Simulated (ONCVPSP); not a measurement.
# An ONCV potential for Ni, from input to tests

Aim: build the potential from the settings below, then test how well it stands in for the atom: other configurations, scattering, ghost states and the plane-wave cutoff that it needs.

Program: ONCVPSP 4.0.1.1 (patched build). Reference atom: PBE, scalar-relativistic, spherical and spin-unpolarised. All values are calculated.

## Step 1: The atom and the settings

Typed settings, in words:

```json
{
  "element": "nickel (Ni, Z = 28)",
  "type": "optimised norm-conserving Vanderbilt (ONCV)",
  "frozen core": "[Ar]",
  "valence charge": "10",
  "reference configuration": "3d8 4s2",
  "partial waves": "4s: rc 2.35 bohr, ncon 5, nbas 9, qcut 3.3 1/bohr, 2 projectors, debl 2.6 Ha; p scattering state at 0.25 Ha: rc 2.20 bohr, ncon 3, nbas 7, qcut 3.5 1/bohr, 2 projectors, debl 3 Ha; 3d: rc 1.15 bohr, ncon 4, nbas 9, qcut 15.6 1/bohr, 1 projector",
  "local potential": "polynomial inside 0.75 bohr (lpopt 5, dvloc0 6 Ha)",
  "core correction": "Teter function, fcfact 2.25, rcfact 1.6"
}
```

An earlier all-electron run gives the scale for the radii.

All-electron outer shells of the reference configuration (PBE, scalar-relativistic, ld1.x):

```csv
shell,level (eV),outermost node (bohr),outermost maximum (bohr)
3p,-71.39,0.27,0.65
3d,-8.87,–,0.63
4s,-5.64,0.92,2.24
4p,-1.22,1.00,3.17
```

## Step 2: Generating the potential

Ni.dat

```
# ATOM AND REFERENCE CONFIGURATION
# atsym  z   nc   nv     iexc    psfile
  Ni 28.00    5    2        4      upf
#
#   n    l    f
    1    0    2.00
    2    0    2.00
    2    1    6.00
    3    0    2.00
    3    1    6.00
    3    2    8.00
    4    0    2.00
#
# PSEUDOPOTENTIAL AND OPTIMIZATION
# lmax
    2
#
#   l,   rc,      ep,       ncon, nbas, qcut
    0    2.35    0.00    5    9    3.30
    1    2.20    0.25    3    7    3.50
    2    1.15    0.00    4    9   15.60
#
# LOCAL POTENTIAL
# lloc, lpopt,  rc(5),   dvloc0
    4    5    0.75    6.00
#
# VANDERBILT-KLEINMAN-BYLANDER PROJECTORs
# l, nproj, debl
    0    2    2.60
    1    2    3.00
    2    1    3.20
#
# MODEL CORE CHARGE
# icmod, fcfact, rcfact
    3    2.25    1.60
#
# LOG DERIVATIVE ANALYSIS
# epsh1, epsh2, depsh
   -2.00    5.00    0.02
#
# OUTPUT GRID
# rlmax, drl
    6.00    0.01
#
# TEST CONFIGURATIONS
# ncnf
    4
# nvcnf
#   n    l    f
    2
    3    2    8.00
    4    0    1.00
#
    2
    3    2    8.00
    4    0    0.00
#
    2
    3    2    7.00
    4    0    0.00
#
    2
    3    2    9.00
    4    0    1.00
#
```

Run with:

```
$ oncvpsp.x < Ni.dat > Ni.out
```

Before running it: what results should come out? Wanted: cutoffs for 1 and 0.1 mHa per electron, occupied waves; bound ghosts; GHOST(+) flags; largest test error; largest phase difference near zero energy, channels read; rms error of d²Exc/dn², without and with the model core; projector energies reset by the program.

As calculated:

```
                                                quantity                  value
  cutoffs for 1 and 0.1 mHa per electron, occupied waves        84 Ha and 96 Ha
                                            bound ghosts         s at -97.66 eV
                                          GHOST(+) flags             p at 76 eV
                            largest test error (AE − PS)  -215 meV, for 3d7 4s0
largest phase difference near zero energy, channels read              0.004 rad
 rms error of d²Exc/dn², without and with the model core      9.87 and 5.28 mHa
                 projector energies reset by the program     p: 0.050, 3.050 Ha
```

A bound ghost (s) makes it unfit for use: electrons can fall into a state that the atom doesn't have. The worst unpolarised test, 3d7 4s0, is off by 215 meV on 64.1 eV; by total energies transferability rates as poor. That test lies far up in energy; among those under 40 eV, nearer to bonding, the largest error is 110 meV. By its cutoff, 84 Ha for the looser tolerance, it is very hard. At the looser tolerance the 3d wave is the slowest; 4s needs 5 Ha. Near zero energy the phases of the channels with partial waves agree within 0.004 rad. The program also flags highly localised states, GHOST(+) (p).
